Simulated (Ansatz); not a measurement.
# AsGa: the cost of one run

The runs use Ansatz 0.2.0, Gaussian basis; aug-cc-pVTZ, core rule «outside noble gas», up to 28 orbitals frozen.

To be run: UHF; CCSD(T) on ROHF; CCSD(T) on UHF; BCCD(T) on ROHF; CCSDT(Q) on ROHF; CCSDT(Q) on UHF; CASSCF and MRCISD+Q, 8 electrons in 8 orbitals; CASSCF and NEVPT4(SD), 8 electrons in 8 orbitals; CASSCF and NEVPT2, 8 electrons in 8 orbitals.

5 further runs of the same task are left out: 5 set aside as unsound or not needed. Runs told in other sessions of the task aren't counted.

## Step 1: The system

The geometry is a PBE0/def2-TZVPD stationary point (not a proven minimum) of the parent state, kept for this charge and spin. No spin-orbit coupling is included. The filled d shell of Ga, As may be among the frozen orbitals whatever the setting's name suggests.

2 atoms, charge 0, spin multiplicity 3.

Atoms are counted from 1 here; the program's logs count them from 0.

Bond lengths: Ga1–As2 2.222 Å.

## Step 2: UHF

in.yaml reads:

```yaml
crystal:
  periodic: [false, false, false]
  atoms:
    - {symbol: Ga, position_ang: [0.000000, 0.000000, 0.000000]}
    - {symbol: As, position_ang: [0.000000, 0.000000, 2.222300]}
basis:
  gaussian: {orbitals: aug-cc-pVTZ}
magnetization: {spin_polarized: true, initial_magnetization: 2}
hamiltonian: {xc: hf}
output: {orbitals: {seedname: orbitals}}
```

Launch:

```console
$ ansatz run in.yaml --threads 1 --pin off --events-out ev --progress --plain --max-ram 2816MiB --backend cpu
```

**Question.** How long does this run take on 1 thread of AMD EPYC 7R13, shared host, and how much memory does it need?

About 19 s, with a peak of 0.33 GiB.
